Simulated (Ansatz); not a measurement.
# InH3S: ionisation energy by level of theory

One table from this session's results is given with a row withheld; the runs are named, their logs left out.

The runs use Ansatz 0.2.0, Gaussian basis; unrestricted cation, the program's frozen cores in correlated methods.

The runs, in order: UKS PBE-D4/def2-TZVPP; UKS r2SCAN-D4/def2-TZVPP; UKS PBE0-D4/def2-TZVPP; UKS B3LYP-D4/def2-TZVPP; UKS wB97X-V/def2-TZVPP; UKS wB97M-V/def2-TZVPP; UKS B2PLYP/def2-TZVPP; UHF-CCSD(T)/def2-TZVPP; UHF-CCSD(T)/def2-QZVPP; extrapolation to the limit; then −ε(HOMO) from the neutral's earlier runs with LDA (SPW92), PBE-D4, revPBE-D4, BLYP-D4, r2SCAN-D4, B97M-V, PBE0-D4, B3LYP-D4, r2SCANh-D4, r2SCAN0-D4, HSE06-D4, BHLYP-D4, CAM-B3LYP-D4, LC-ωPBE, ωB97X-V, ωB97M-V.

### The geometry

The geometry comes from an earlier relaxation with PBE0-D4 in a triple-zeta def2 set; it is a stationary point. In takes the def2 core potential; no spin-orbit term is included.

5 atoms, charge 0, spin multiplicity 1.

Atoms are counted from 1 here; the program's logs count them from 0.

Bond lengths: S1–In2 2.389 Å, S1–H3 1.343 Å, In2–H4 1.712 Å, In2–H5 1.710 Å. Angles: In2–S1–H3 94.5°, S1–In2–H4 116.1°, S1–In2–H5 114.1°, H4–In2–H5 129.7°.

Set-up of the first run:

The input, in.yaml:

```yaml
crystal:
  periodic: [false, false, false]
  atoms:
    - {symbol: S, position_ang: [1.134138, -0.941158, 0.912614]}
    - {symbol: In, position_ang: [-0.182880, 0.615805, -0.332202]}
    - {symbol: H, position_ang: [0.248578, -1.943849, 0.796791]}
    - {symbol: H, position_ang: [-1.681937, 0.034731, -0.921095]}
    - {symbol: H, position_ang: [0.531901, 2.160771, -0.497509]}
basis:
  gaussian: {orbitals: def2-TZVPP}
total_charge: 1
magnetization: {spin_polarized: true, initial_magnetization: 1}
hamiltonian: {xc: pbe, dispersion: d4}
```

Run with:

```bash
$ ansatz run in.yaml --threads 2 --pin off --events-out ev --progress --plain --max-ram 31744MiB --backend cpu
```

Steps of the session up to this table: Cation, UKS PBE-D4/def2-TZVPP; Cation, UKS r2SCAN-D4/def2-TZVPP; Cation, UKS PBE0-D4/def2-TZVPP; Cation, UKS B3LYP-D4/def2-TZVPP; Cation, UKS wB97X-V/def2-TZVPP; Cation, UKS wB97M-V/def2-TZVPP; Cation, UKS B2PLYP (frozen core)/def2-TZVPP; Cation, UHF-CCSD(T)/def2-TZVPP; Cation, UHF-CCSD(T)/def2-QZVPP.

One of the session's tables, all rows but one given; the rest of the session is left out.

Orbital estimates, from the neutral's runs:

| functional | −ε(HOMO) (eV) |
| --- | --- |
| LDA (SPW92) | 6.43 |
| PBE-D4 | 6.28 |
| revPBE-D4 | 6.22 |
| BLYP-D4 | 6.13 |
| r2SCAN-D4 | 6.53 |
| B97M-V | ? |
| PBE0-D4 | 7.42 |
| B3LYP-D4 | 7.19 |
| r2SCANh-D4 | 6.95 |
| r2SCAN0-D4 | 7.59 |
| HSE06-D4 | 7.02 |
| BHLYP-D4 | 8.42 |
| CAM-B3LYP-D4 | 8.71 |
| LC-ωPBE | 10.10 |
| ωB97X-V | 9.74 |
| ωB97M-V | 9.59 |

**Question.** Estimate the row for B97M-V.

**Answer.** −ε(HOMO) (eV): 6.61. In the column «−ε(HOMO) (eV)» it lies between r2SCAN-D4 (6.53) and r2SCANh-D4 (6.95).
